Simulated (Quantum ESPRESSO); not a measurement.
Crystal: HPbNO4.

```xyz
14
Lattice="4.1204 -0.0008 -0.0112 0.0040 6.4272 0.0536 0.0279 3.2071 7.7499" Properties=species:S:1:pos:R:3 pbc="T T T"
H     3.7380    2.9684    3.7875
H     1.6795    6.6644    4.0009
Pb    1.6467    4.2515    5.4933
Pb    3.6983    5.3813    2.2951
N     2.6193    1.9491    1.6102
N     0.5769    7.6848    6.1852
O     3.7590    3.8553    4.2210
O     2.2235    3.1363    1.5259
O     2.2071    1.0645    0.8217
O     3.4590    1.6183    2.5274
O     1.6973    5.7776    3.5672
O     0.1804    6.4980    6.2725
O     0.1698    8.5703    6.9754
O     1.4117    8.0143    5.2631
```

The cell was built by a generator and needn't be a form met in nature.

Base run:

- Program: Quantum ESPRESSO 7.5
- Functional: r2SCAN
- Potentials or basis: SG15 PBE 1.2
- Cutoff: 1197 eV
- Density cutoff: 4789 eV
- k mesh: 5 × 4 × 3
- Occupations: fermi-dirac, width 0.05 eV
- Spin: no spin polarisation

Its results: band gap on the k mesh 3.77 eV, indirect (least direct gap 3.84 eV); pressure -3.4 GPa; largest force 0.487 eV/Å.

Task: The run is repeated on the same cell with these changes: functional from r2SCAN to PBEsol. What comes out?

Result: Band gap on the k mesh 3.27 eV, indirect (least direct gap 3.34 eV); pressure -1.9 GPa; largest force 0.315 eV/Å.

r2SCAN gives the wider gap, since meta-GGAs in the generalised Kohn-Sham scheme recover part of the derivative discontinuity.

Caveats: the potentials were made for another functional, which shifts forces and pressure; spin-orbit coupling is left out, which as a rule narrows the gap of such compounds by several tenths of an eV.

Not every run made on this cell is shown here.
